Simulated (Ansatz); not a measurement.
# HPbNO4 in Ansatz: convergence with k mesh

Input of the first run (k mesh 2 × 2 × 1); the others differ in this setting and in those tied to it:

File input.yaml:

```yaml
crystal:
  lattice:
    - [6.85877, 0.0, 0.0]
    - [0.0, 4.22865, 0.0]
    - [-3.39101, 0.0, 7.27459]
  atoms:
    - { symbol: H, position: [0.22549, 0.75, 0.5073] }
    - { symbol: H, position: [0.77451, 0.25, 0.4927] }
    - { symbol: Pb, position: [0.30229, 0.25, 0.28494] }
    - { symbol: Pb, position: [0.69771, 0.75, 0.71506] }
    - { symbol: "N", position: [0.21484, 0.75, 0.83567] }
    - { symbol: "N", position: [0.78516, 0.25, 0.16433] }
    - { symbol: O, position: [0.33078, 0.75, 0.45338] }
    - { symbol: O, position: [0.40909, 0.75, 0.86901] }
    - { symbol: O, position: [0.15508, 0.75, 0.96537] }
    - { symbol: O, position: [0.07083, 0.75, 0.66955] }
    - { symbol: O, position: [0.66922, 0.25, 0.54661] }
    - { symbol: O, position: [0.59091, 0.25, 0.13099] }
    - { symbol: O, position: [0.84492, 0.25, 0.03463] }
    - { symbol: O, position: [0.92917, 0.25, 0.33045] }
hamiltonian:
  xc: pbe
  pseudopotentials: { kind: paw }
kpoints:
  mp_grid: { grid: [2, 2, 1] }
scf:
  occupations: { method: fermi_dirac, width: 0.05 }
output:
  forces: true
  stress: true
  eigenvalues: true
```

Potentials or basis: Ansatz PAW.

The run is started by

```console
$ ansatz run input.yaml --threads 8 --pin off --max-ram 20480MiB --backend cpu --events-out ev --progress --plain --runs-dir out
```

The cell was built by a generator and needn't be a form met in nature.

Hardware: 8 threads of Arm Neoverse V2 (shared host).

```tsv
k mesh	energy less the tightest run, at zero smearing (meV/atom)	largest force (eV/Å)	gap on the mesh (eV)	SCF cycles	CPU time (s)	peak memory (GiB)
2 × 2 × 1	1.43	0.061	3.317	9	4.2	0.52
2 × 3 × 2	0.19	0.007	3.074	9	7.8	0.73
3 × 4 × 2	0.02	0.004	3.112	9	11	0.86
3 × 5 × 3	-0.02	0.004	3.152	9	13	0.89
4 × 6 × 4	-0.01	0.004	3.074	9	33	1
5 × 7 × 4	-0.01	0.005	3.079	9	37	1.1
6 × 9 × 5	0.00	0.005	3.090	9	65	1.3
7 × 10 × 6	0.00	0.005	3.073	9	110	1.6
```

Against the tightest run, the energy stays within 1 meV/atom from 2 × 3 × 2 on; the largest force stays within 0.005 eV/Å from 2 × 3 × 2 on. Not settled before the last step: the gap on the mesh (to 0.01 eV). Meshes of other sizes hit other points, so gaps and Fermi surfaces needn't settle smoothly. The tightest run that finished is the yardstick and may itself not be fully converged.

Caveat, for the tightest run too: odd divisions of the mesh miss points on the zone boundary, where band edges often lie, so the gap on the mesh can be too wide; spin-orbit coupling is left out, which as a rule narrows the gap of such compounds by several tenths of an eV.
